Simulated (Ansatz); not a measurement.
# C2H2FOSi radical: an energy map over bond length Si3–O4 and dihedral C2–Si3–O4–H7

Aim: map the energy of C2H2FOSi, SMILES [C]#C[SiH](O)F, spin multiplicity 2 over two coordinates, and find its wells, ridges and stiffness.

Program: Ansatz 0.2.0. Level of theory: UKS r2SCAN-D4/def2-SVP. These are calculated values, not measurements.

**1. The system as given**

SMILES `[C]#C[SiH](O)F`, 7 atoms, charge 0, spin multiplicity 2.

Atoms are counted from 1 here; the program's logs count them from 0.

Bond lengths: C1–C2 1.238 Å, C2–Si3 1.838 Å, Si3–O4 1.658 Å, Si3–F5 1.633 Å, Si3–H6 1.485 Å, O4–H7 0.974 Å. Angles: C1–C2–Si3 175.8°, C2–Si3–O4 110.1°, C2–Si3–F5 106.7°, C2–Si3–H6 112.5°, O4–Si3–F5 111.1°, O4–Si3–H6 107.3°, F5–Si3–H6 109.1°, Si3–O4–H7 116.4°.

As a file:

```
C     0.36796   -2.45677    0.96124
C     0.22307   -1.27673    0.61504
Si    0.11758    0.50497    0.17580
O    -1.00591    0.73207   -1.02281
F     1.60666    0.95390   -0.32076
H    -0.28801    1.35179    1.32692
H    -0.96015    0.12266   -1.78093
```

This geometry comes from a loose relaxation at PBE in a small basis, which is not shown.

**2. Relaxing the molecule**

The input, input.yaml:

```yaml
crystal:
  periodic: [false, false, false]
  atoms:
    - { symbol: C, position_ang: [0.36796, -2.456768, 0.961243] }
    - { symbol: C, position_ang: [0.223073, -1.276725, 0.615039] }
    - { symbol: Si, position_ang: [0.117577, 0.504972, 0.175801] }
    - { symbol: O, position_ang: [-1.005914, 0.732071, -1.02281] }
    - { symbol: F, position_ang: [1.606664, 0.953897, -0.32076] }
    - { symbol: H, position_ang: [-0.288008, 1.351788, 1.326915] }
    - { symbol: H, position_ang: [-0.960151, 0.122665, -1.780928] }
magnetization:
  spin_polarized: true
  initial_magnetization: 1
basis:
  gaussian: { orbitals: def2-SVP }
hamiltonian:
  xc: r2scan
  dispersion: d4
output:
  forces: true
relax:
  f_tol: 0.003
  max_steps: 120
```

Run with:

```console
ansatz run input.yaml --threads 1 --pin off --max-ram 2560MiB --backend cpu --events-out ev --progress --plain --runs-dir out
```

The program printed, shortened:

```text
Warning: RAYON_NUM_THREADS=1 ignored (pool sized by the plan → 1); use --threads N
[...]
Functional definition: r2SCAN
[...]
919 factors; their error is unknown
[...]
mean field -14734.08634102 eV, -541.4676859099 hartree, gradient 3.7e-5 eV, S^2 0.810146; 4 other end points of the search recorded, 0 dependent functions left out
[...]
reference -14734.08634995 eV, -541.4676862382 hartree; 23, 22 occupied and 61, 62 virtual orbitals, 919 factors
relax step   1: F+E_penalty+E_count = -14734.12102256 eV  Δ(F+E_penalty+E_count) = +0.000e0 eV  max|allowed force component| = 7.953e-1 eV/Å  Δτ_max = 0.0000 Å  (94 SCF iters, accepted)
[...]
relax step   7: F+E_penalty+E_count = -14734.13887058 eV  Δ(F+E_penalty+E_count) = -7.373e-5 eV  max|allowed force component| = 4.105e-3 eV/Å  Δτ_max = 0.0056 Å  (49 SCF iters, accepted)
[...]
relax step   8: F+E_penalty+E_count = -14734.13887430 eV  Δ(F+E_penalty+E_count) = -3.721e-6 eV  max|allowed force component| = 2.454e-3 eV/Å  Δτ_max = 0.0012 Å  (36 SCF iters, accepted)
919 factors; their error is unknown
[...]
mean field -14734.10412608 eV, -541.4683394991 hartree, gradient 2.5e-5 eV, S^2 0.807479; 3 other end points of the search recorded, 0 dependent functions left out
[...]
reference -14734.10413502 eV, -541.4683398274 hartree; 23, 22 occupied and 61, 62 virtual orbitals, 919 factors
Total energy: -14734.13888323 eV, -541.4696168008 hartree
Atom 0 at     0.326927    -2.449230     0.935716 Å, force    -0.000102     0.000745    -0.000319 eV/Å
Atom 1 at     0.258810    -1.262845     0.623225 Å, force    -0.000196     0.000160     0.000184 eV/Å
Atom 2 at     0.121000     0.508156     0.176316 Å, force     0.000263    -0.002454    -0.002372 eV/Å
Atom 3 at    -0.985571     0.717970    -1.019764 Å, force    -0.000115    -0.000016     0.000522 eV/Å
Atom 4 at     1.594345     0.968110    -0.313918 Å, force    -0.000037     0.000552     0.000804 eV/Å
Atom 5 at    -0.284844     1.345255     1.317204 Å, force     0.000076     0.001056     0.000854 eV/Å
Atom 6 at    -0.969465     0.104484    -1.764278 Å, force     0.000111    -0.000045     0.000327 eV/Å
Dipole moment:    -0.175464    -0.226971    -0.119018 e Å
```

It took 73 s on 1 thread of Intel Xeon Platinum 8375C at 2.90GHz (Ice Lake), shared host; peak memory 0.24 GiB.

Relaxation path:

| step | energy from step 1 (eV) | largest force component (eV/Å) |
| --- | --- | --- |
| 1 | 0.0000 | 0.7953 |
| 2 | -0.0131 | 0.2321 |
| 3 | -0.0159 | 0.0543 |
| 4 | -0.0165 | 0.1146 |
| 5 | -0.0172 | 0.0335 |
| 6 | -0.0178 | 0.0198 |
| 7 | -0.0178 | 0.0041 |
| 8 | -0.0179 | 0.0025 |

Bond lengths before and after, largest changes first:

| bond | before (Å) | after (Å) | change (Å) |
| --- | --- | --- | --- |
| Si3–O4 | 1.658 | 1.643 | -0.016 |
| Si3–H6 | 1.485 | 1.472 | -0.013 |
| Si3–F5 | 1.633 | 1.619 | -0.013 |
| C1–C2 | 1.238 | 1.229 | -0.010 |
| O4–H7 | 0.974 | 0.965 | -0.009 |
| C2–Si3 | 1.838 | 1.832 | -0.006 |

**3. The grid**

- bond length Si3–O4: 7 values from 1.380 to 2.136 Å
- dihedral C2–Si3–O4–H7: 8 values from −180 to 135 °, periodic

Nothing else is relaxed (all other coordinates rigid). Energies count from the relaxed molecule at the same level. Points are written as (first, second).

Below, 3 of the grid's runs; all are launched alike.

**4. Grid point (1.632 Å, −45°)**

The input, input.yaml:

```yaml
crystal:
  periodic: [false, false, false]
  atoms:
    - { symbol: C, position_ang: [0.326927, -2.44923, 0.935716] }
    - { symbol: C, position_ang: [0.25881, -1.262845, 0.623225] }
    - { symbol: Si, position_ang: [0.121, 0.508156, 0.176316] }
    - { symbol: O, position_ang: [-0.978228, 0.716578, -1.011827] }
    - { symbol: F, position_ang: [1.594345, 0.96811, -0.313918] }
    - { symbol: H, position_ang: [-0.284844, 1.345255, 1.317204] }
    - { symbol: H, position_ang: [-0.95434, 0.110565, -1.762229] }
magnetization:
  spin_polarized: true
  initial_magnetization: 1
basis:
  gaussian: { orbitals: def2-SVP }
hamiltonian:
  xc: r2scan
  dispersion: d4
output:
  forces: true
```

Run with:

```console
ansatz run input.yaml --threads 1 --pin off --max-ram 2560MiB --backend cpu --events-out ev --progress --plain --runs-dir out
```

The program printed, shortened:

```text
Warning: RAYON_NUM_THREADS=1 ignored (pool sized by the plan → 1); use --threads N
[...]
[... 1 set-up line as earlier in the session ...]
[...]
919 factors; their error is unknown
[...]
mean field -14734.10201879 eV, -541.4682620574 hartree, gradient 4.4e-5 eV, S^2 0.807375; 2 other end points of the search recorded, 0 dependent functions left out
[...]
reference -14734.10202773 eV, -541.4682623859 hartree; 23, 22 occupied and 61, 62 virtual orbitals, 919 factors
Total energy: -14734.13678892 eV, -541.4695398363 hartree
Atom 0 at     0.326927    -2.449230     0.935716 Å, force    -0.000101    -0.001815     0.000004 eV/Å
Atom 1 at     0.258810    -1.262845     0.623225 Å, force     0.007287    -0.007221     0.006577 eV/Å
Atom 2 at     0.121000     0.508156     0.176316 Å, force     0.228442    -0.025771     0.268467 eV/Å
Atom 3 at    -0.978228     0.716578    -1.011827 Å, force    -0.233074     0.027541    -0.280695 eV/Å
Atom 4 at     1.594345     0.968110    -0.313918 Å, force     0.013224    -0.000988     0.003509 eV/Å
Atom 5 at    -0.284844     1.345255     1.317204 Å, force     0.004719    -0.001535     0.009582 eV/Å
Atom 6 at    -0.954340     0.110565    -1.762229 Å, force    -0.020498     0.009788    -0.007444 eV/Å
Dipole moment:    -0.178459    -0.222374    -0.128385 e Å
```

It took 9.1 s on 1 thread of Intel Xeon Platinum 8375C at 2.90GHz (Ice Lake), shared host; peak memory 0.22 GiB.

Energy on the map's scale: 0.048 kcal/mol.

**5. Grid point (1.884 Å, 90°)**

Changes to input.yaml since step 4:

```diff
@@ -6,6 +6,6 @@
     - { symbol: Si, position_ang: [0.121, 0.508156, 0.176316] }
-    - { symbol: O, position_ang: [-0.978228, 0.716578, -1.011827] }
+    - { symbol: O, position_ang: [-1.147961, 0.74876, -1.19529] }
     - { symbol: F, position_ang: [1.594345, 0.96811, -0.313918] }
     - { symbol: H, position_ang: [-0.284844, 1.345255, 1.317204] }
-    - { symbol: H, position_ang: [-0.95434, 0.110565, -1.762229] }
+    - { symbol: H, position_ang: [-2.065261, 0.906309, -0.940997] }
 magnetization:
```

Run with:

```console
ansatz run input.yaml --threads 1 --pin off --max-ram 2560MiB --backend cpu --events-out ev --progress --plain --runs-dir out
```

The program printed, shortened:

```text
Warning: RAYON_NUM_THREADS=1 ignored (pool sized by the plan → 1); use --threads N
[...]
[... 1 set-up line as earlier in the session ...]
[...]
919 factors; their error is unknown
[...]
mean field -14733.31857902 eV, -541.4394711769 hartree, gradient 2.6e-5 eV, S^2 0.809617; 5 other end points of the search recorded, 0 dependent functions left out
[...]
reference -14733.31858809 eV, -541.4394715102 hartree; 23, 22 occupied and 61, 62 virtual orbitals, 919 factors
Total energy: -14733.35303286 eV, -541.4407373321 hartree
Atom 0 at     0.326927    -2.449230     0.935716 Å, force     0.003818     0.057093     0.002045 eV/Å
Atom 1 at     0.258810    -1.262845     0.623225 Å, force    -0.100737     0.212722    -0.153890 eV/Å
Atom 2 at     0.121000     0.508156     0.176316 Å, force    -2.822205     0.353234    -2.618381 eV/Å
Atom 3 at    -1.147961     0.748760    -1.195290 Å, force     3.318347    -0.631287     2.392751 eV/Å
Atom 4 at     1.594345     0.968110    -0.313918 Å, force    -0.539483    -0.022992    -0.213127 eV/Å
Atom 5 at    -0.284844     1.345255     1.317204 Å, force     0.033659     0.026964     0.141819 eV/Å
Atom 6 at    -2.065261     0.906309    -0.940997 Å, force     0.106599     0.004266     0.448783 eV/Å
Dipole moment:    -0.354243    -0.021846     0.347380 e Å
```

It took 11 s on 1 thread of Intel Xeon Platinum 8375C at 2.90GHz (Ice Lake), shared host; peak memory 0.22 GiB.

On the map this point reads 18.1 kcal/mol.

**6. Grid point (1.380 Å, −90°)**

Changes to input.yaml since step 5:

```diff
@@ -6,6 +6,6 @@
     - { symbol: Si, position_ang: [0.121, 0.508156, 0.176316] }
-    - { symbol: O, position_ang: [-1.147961, 0.74876, -1.19529] }
+    - { symbol: O, position_ang: [-0.808494, 0.684395, -0.828364] }
     - { symbol: F, position_ang: [1.594345, 0.96811, -0.313918] }
     - { symbol: H, position_ang: [-0.284844, 1.345255, 1.317204] }
-    - { symbol: H, position_ang: [-2.065261, 0.906309, -0.940997] }
+    - { symbol: H, position_ang: [-0.501201, 0.642508, -1.742006] }
 magnetization:
```

Run with:

```console
ansatz run input.yaml --threads 1 --pin off --max-ram 2560MiB --backend cpu --events-out ev --progress --plain --runs-dir out
```

The program printed, shortened:

```text
Warning: RAYON_NUM_THREADS=1 ignored (pool sized by the plan → 1); use --threads N
[...]
[... 1 set-up line as earlier in the session ...]
[...]
919 factors; their error is unknown
[...]
mean field -14732.07242011 eV, -541.3936756815 hartree, gradient 8.5e-6 eV, S^2 0.804698; 4 other end points of the search recorded, 0 dependent functions left out
[...]
reference -14732.07242900 eV, -541.3936760083 hartree; 23, 22 occupied and 61, 62 virtual orbitals, 919 factors
Total energy: -14732.10695321 eV, -541.3949447496 hartree
Atom 0 at     0.326927    -2.449230     0.935716 Å, force    -0.003124    -0.083269     0.015143 eV/Å
Atom 1 at     0.258810    -1.262845     0.623225 Å, force     0.215528    -0.180888     0.242134 eV/Å
Atom 2 at     0.121000     0.508156     0.176316 Å, force    11.616945    -2.131415    13.795085 eV/Å
Atom 3 at    -0.808494     0.684395    -0.828364 Å, force   -11.571668     2.472564   -14.120672 eV/Å
Atom 4 at     1.594345     0.968110    -0.313918 Å, force     0.291021     0.035282    -0.035257 eV/Å
Atom 5 at    -0.284844     1.345255     1.317204 Å, force     0.163231    -0.085633     0.387650 eV/Å
Atom 6 at    -0.501201     0.642508    -1.742006 Å, force    -0.711934    -0.026640    -0.284082 eV/Å
Dipole moment:    -0.202423     0.037358    -0.372661 e Å
```

It took 10 s on 1 thread of Intel Xeon Platinum 8375C at 2.90GHz (Ice Lake), shared host; peak memory 0.22 GiB.

On the map this point reads 46.9 kcal/mol.

**7. The map**

56 points were computed. Energies in kcal/mol, from the relaxed molecule at the same level:

```tsv
dihedral C2–Si3–O4–H7 (°) ↓, bond length Si3–O4 (Å) →	1.380	1.506	1.632	1.758	1.884	2.010	2.136
135	47.8	11.9	2.2	6.4	17.5	31.6	46.5
90	48.6	12.7	3.0	7.1	18.1	32.1	46.8
45	48.5	12.6	2.9	6.9	17.9	31.8	46.5
0	46.9	10.9	1.2	5.3	16.4	30.5	45.4
−45	45.4	9.6	0.0	4.3	15.5	29.7	44.6
−90	46.9	10.9	1.2	5.3	16.3	30.3	45.1
−135	48.3	12.2	2.4	6.4	17.3	31.2	45.9
−180	47.6	11.7	2.1	6.3	17.3	31.4	46.3
```

The dipole moment (D) at each point:

```
dihedral C2–Si3–O4–H7 (°) ↓, bond length Si3–O4 (Å) →  1.380  1.506  1.632  1.758  1.884  2.010  2.136
                                                  135   2.92   2.57   2.28   2.09   2.03   2.09   2.22
                                                   90   3.12   2.82   2.58   2.43   2.39   2.42   2.50
                                                   45   2.98   2.70   2.49   2.37   2.34   2.39   2.45
                                                    0   2.67   2.37   2.13   2.00   1.99   2.07   2.19
                                                  −45   2.21   1.82   1.50   1.31   1.29   1.40   1.58
                                                  −90   2.04   1.53   1.02   0.58   0.44   0.67   0.95
                                                 −135   2.18   1.64   1.12   0.68   0.54   0.78   1.09
                                                 −180   2.45   2.02   1.64   1.39   1.32   1.45   1.67
```

Energy (kcal/mol) at eleven even steps along the easiest path on the interpolated surface, from its minimum near (1.632 Å, −45°): 0.0, 0.7, 2.1, 3.0, 2.9, 2.1, 2.0, 2.3, 2.0, 0.9, 0.0.

**8. Outcome**

```
               quantity                                                                        value
           lowest point                                              (1.632 Å, −45°), 0.048 kcal/mol
 highest computed point                               (1.380 Å, 90°), 48.6 kcal/mol above the lowest
      dipole moment (D)  0.44 at (1.884 Å, −90°) to 3.12 at (1.380 Å, 90°); 1.50 at the lowest point
time for the whole task                                              13 min on 1 thread, shared host
```

The lowest computed point is at (1.632 Å, −45°), 0.048 kcal/mol from the relaxed molecule at the same level. The grid is coarse, so the true minimum lies between grid points and may sit elsewhere than the lowest one. The highest computed point, (1.380 Å, 90°), lies 48.6 kcal/mol above the lowest. On the interpolated surface the easiest way out of the lowest well to its copy in the next cell or period passes a barrier of about 3.1 kcal/mol. Round the minimum the two coordinates are nearly uncoupled.
